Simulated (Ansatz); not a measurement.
# Be (Be, fcc): the cost of one run

Computed with Ansatz 0.2.0 (DFT r2SCAN, plane waves (500 eV) with PAW, scalar-relativistic; PAW files made under PBE, frozen cores solved again for the functional, unless a step says otherwise).

### Step 1. The system as given

The structure is cubic, space group Fm-3m (No. 225). Conventional cell: a = 3.190 Å, b = 3.190 Å, c = 3.190 Å, α = 90.00°, β = 90.00°, γ = 90.00°. Around Be (site symmetry m-3m) lie 12 Be at 2.26 Å.

Coordinates:

```
Be
1.0
     0.00000    1.59482    1.59482
     1.59482    0.00000    1.59482
     1.59482    1.59482    0.00000
Be
1
Direct
  0.00000 0.00000 0.00000
```

### Step 2. Relaxing cell and atoms

Contents of input.yaml:

```yaml
crystal:
  lattice:
    - [0.0, 1.5948182637, 1.5948182637]
    - [1.5948182637, 0.0, 1.5948182637]
    - [1.5948182637, 1.5948182637, 0.0]
  atoms:
    - { symbol: Be, position: [0.0, 0.0, 0.0] }
hamiltonian:
  xc: r2scan
  pseudopotentials:
    kind: paw
    azcp:
      Be: "pseudopotentials/Be.paw.azcp"
basis:
  ecutwfc: 500
  fft_grid_basis: typed
kpoints:
  mp_grid: { grid: [17, 17, 17], shift: [0, 0, 0] }
magnetization:
  spin_polarized: false
scf:
  occupations: { method: fermi_dirac, width: 0.1 }
relax:
  max_steps: 60
  f_tol: 0.01
  cell: {}
```

The run is started by

```bash
$ ansatz run input.yaml --threads 1 --pin off --max-ram 3584MiB --backend cpu --events-out ev --progress --plain --runs-dir out
```

What time and memory should one allow on 1 thread of Intel Xeon Platinum 8259CL at 2.50GHz (Skylake/Cascade Lake), shared host?

About 7 s, with a peak of 0.48 GiB.
